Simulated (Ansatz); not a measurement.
**CH₇BGaN: one species, many methods**

The task here is to estimate one member of a computed series from the others.

Method: functionals in def2-TZVPP, the program's frozen cores in correlated methods; program: Ansatz 0.2.0, Gaussian basis.

The runs, in order: LDA (SPW92), PBE-D4, revPBE-D4, BLYP-D4, r2SCAN-D4, B97M-V, PBE0-D4, B3LYP-D4, r2SCANh-D4, r2SCAN0-D4, HSE06-D4, BHLYP-D4, CAM-B3LYP-D4, LC-ωPBE, ωB97X-V, ωB97M-V, B2PLYP, PBE-QIDH; CCSD(T)/def2-SVP; CCSD(T)/def2-TZVPP; MP2/def2-QZVPP; extrapolation to the limit; RPA on PBE.

## Structure used throughout

An earlier PBE0-D4 in a triple-zeta def2 set relaxation fixed the geometry.

SMILES `C[B](N)[GaH2]`, 11 atoms, charge 0, spin multiplicity 1.

Atoms are counted from 1 here; the program's logs count them from 0.

Bond lengths: C1–B2 1.572 Å, C1–H5 1.096 Å, C1–H6 1.096 Å, C1–H7 1.096 Å, B2–N3 1.393 Å, B2–Ga4 2.118 Å, N3–H8 1.010 Å, N3–H9 1.006 Å, Ga4–H10 1.581 Å, Ga4–H11 1.590 Å. Angles: B2–C1–H5 110.7°, B2–C1–H6 114.1°, B2–C1–H7 110.6°, H5–C1–H6 107.9°, H5–C1–H7 105.1°, H6–C1–H7 107.9°, C1–B2–N3 119.9°, C1–B2–Ga4 124.1°, N3–B2–Ga4 116.0°, B2–N3–H8 122.9°, B2–N3–H9 123.8°, H8–N3–H9 113.3°, B2–Ga4–H10 125.4°, B2–Ga4–H11 120.3°, H10–Ga4–H11 114.4°.

Set-up of the first run:

Input file in.yaml:

```yaml
crystal:
  periodic: [false, false, false]
  atoms:
    - {symbol: C, position_ang: [-0.483132, 1.456391, 0.267102]}
    - {symbol: B, position_ang: [-0.083362, -0.060437, 0.166581]}
    - {symbol: N, position_ang: [-0.462828, -0.946936, 1.172110]}
    - {symbol: Ga, position_ang: [1.028190, -0.891067, -1.433860]}
    - {symbol: H, position_ang: [-1.066880, 1.762163, -0.608167]}
    - {symbol: H, position_ang: [-1.061772, 1.708502, 1.162992]}
    - {symbol: H, position_ang: [0.408931, 2.092431, 0.252222]}
    - {symbol: H, position_ang: [-0.994074, -0.662410, 1.982687]}
    - {symbol: H, position_ang: [-0.238764, -1.927888, 1.166411]}
    - {symbol: H, position_ang: [1.582522, -0.087430, -2.677803]}
    - {symbol: H, position_ang: [1.371180, -2.443329, -1.450276]}
basis:
  gaussian: {orbitals: def2-TZVPP}
hamiltonian: {xc: lda}
output: {orbitals: {seedname: orbitals}}
```

Steps of the session up to this table: LDA; PBE-D4 (GGA); revPBE-D4 (GGA); BLYP-D4 (GGA); r2SCAN-D4 (meta-GGA); B97M-V (meta-GGA); PBE0-D4 (hybrid); B3LYP-D4 (hybrid); r2SCANh-D4 (hybrid); r2SCAN0-D4 (hybrid); HSE06-D4 (hybrid); BHLYP-D4 (hybrid); CAM-B3LYP-D4 (range-separated); LC-ωPBE (range-separated); ωB97X-V (range-separated); ωB97M-V (range-separated); B2PLYP (double hybrid); PBE-QIDH (double hybrid).

One of the session's tables, all rows but one given; the rest of the session is left out.

It belongs to the step «Orbital energies across the functionals». 

| functional | HOMO (eV) | LUMO (eV) | gap (eV) |
| --- | --- | --- | --- |
| LDA (SPW92) | -5.83 | -2.84 | 2.99 |
| PBE-D4 | -5.72 | -2.59 | 3.14 |
| revPBE-D4 | -5.67 | -2.47 | 3.20 |
| BLYP-D4 | -5.62 | -2.51 | 3.11 |
| r2SCAN-D4 | -5.95 | -2.38 | 3.57 |
| B97M-V | -6.03 | -2.54 | 3.49 |
| PBE0-D4 | -6.84 | -1.78 | 5.06 |
| B3LYP-D4 | -6.67 | -2.04 | 4.64 |
| r2SCANh-D4 | ? | ? | ? |
| r2SCAN0-D4 | -6.99 | -1.68 | 5.32 |
| HSE06-D4 | -6.45 | -2.15 | 4.29 |
| BHLYP-D4 | -7.90 | -1.01 | 6.89 |
| CAM-B3LYP-D4 | -8.17 | -0.85 | 7.32 |
| LC-ωPBE | -9.47 | 0.32 | 9.79 |
| ωB97X-V | -9.14 | 0.17 | 9.31 |
| ωB97M-V | -8.96 | -0.03 | 8.93 |

**Question.** Estimate the row for r2SCANh-D4.

Worked estimate for «HOMO (eV)». Against the share of exact exchange, r2SCAN-D4 (0, -5.95), r2SCAN0-D4 (0.25, -6.99) give a slope of -4.16 per unit share; at 0.1 the line stands at -6.37.

The run gave: HOMO (eV): -6.37; LUMO (eV): -2.10; gap (eV): 4.27. In «HOMO (eV)» the line misses by 0.00.
